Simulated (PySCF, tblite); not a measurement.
**hydroxylated trisilicon oxide cation (Si₃H₂O₆+) (doublet): geometry, infrared bands and EPR parameters**

Wanted: the infrared bands and EPR parameters of hydroxylated trisilicon oxide cation (Si₃H₂O₆+) (doublet) (`O[Si@]12O[Si]3O[Si@](O)(O1)[O+]32`), by calculation.

Programs: tblite 0.8.0 and PySCF 2.14.0, with density-fitted response routines of our own. Each step states its level of theory. These are calculated values for one molecule in the gas phase, unless marked as measured. Atoms are numbered from 0 throughout.

## 1. The starting structure

11 atoms, charge 1, multiplicity 2; geometry from: force field or distance geometry start.

Bonds of the start (Å): O0–Si1 1.71, Si1–O2 1.68, O2–Si3 1.73, Si3–O4 1.72, O4–Si5 1.69, Si5–O6 1.69, Si5–O7 1.70, Si5–O8 1.73, O7–Si1 1.69, O8–Si1 1.70, O8–Si3 1.74, O0–H9 0.99, O6–H10 0.99.

## 2. Geometry optimisation with GFN2-xTB

Job settings and geometry (Å):

```
{"job": {"kind": "relax", "xc": "GFN2-xTB", "basis": "xTB"}, "charge": 1, "multiplicity": 2}
O      2.632000    -0.901600     0.299300
Si     1.247800    -0.049000    -0.228600
O      1.437000     1.573600    -0.630400
Si     0.007200     1.961500     0.262100
O     -1.372600     1.509800    -0.660400
Si    -1.103700    -0.092000    -0.185000
O     -2.409700    -0.957400     0.435400
O      0.083600    -0.955200    -1.046300
O      0.111700     0.371400     0.961900
H      2.600200    -1.788800    -0.149200
H     -3.227900    -0.669600    -0.044800
```

Run with:

```console
> OMP_NUM_THREADS=1 python probes_run.py task.json out
```

This one command runs all jobs of the session in turn.

**Question.** This job is followed by: GFN2-xTB harmonic vibrations, gas phase; PBE0-D3(BJ)/def2-SVP geometry optimisation, gas phase; UKS B3LYP, IGLO-III on O Si, pcH-1 on H, non-relativistic, mean-field spin-orbit, GIAO. What will the session give for the following? strongest single infrared mode (GFN2-xTB); zero-point energy (GFN2-xTB); point group; rotational constants (main isotopes); g(iso) (B3LYP); ⟨S²⟩; largest a(iso).

As calculated:

| quantity | value |
| --- | --- |
| strongest single infrared mode (GFN2-xTB) | 1145 cm⁻¹, 661 km/mol |
| zero-point energy (GFN2-xTB) | 29.2 kcal/mol |
| point group | C1 |
| rotational constants (main isotopes) | 1.70, 1.21, 0.81 GHz |
| g(iso) (B3LYP) | 1.99996 |
| ⟨S²⟩ | 0.752 (exact 0.75) |
| largest a(iso) | 29Si on Si3, -1617.7 MHz |

In words: Over 100 steps the energy fell by 1.977 eV; of the close pairs, Si3–O8 changed most, 1.740 to 3.024 Å (GFN2-xTB). All 27 modes are real, so the xTB geometry is a minimum. The strongest single mode, at 1145 cm⁻¹, has its largest shares on Si1, O0, O6 and Si5 (the list is cut at 4 atoms). Unscaled tight-binding wavenumbers are off by several per cent, some by more. Its intensities can rank the bands wrongly. Relaxing lowered the energy by 0.255 eV in 7 steps; the close pair that moved most is O2–Si3, from 1.533 to 1.606 Å (PBE0/def2-SVP). The structure rearranged or came apart on optimisation; the results belong to the end geometry, not to the formula as drawn. Most of the unpaired spin sits on Si3 (0.83 e). The isotropic g lies 2.4 ppt below the free-electron value.
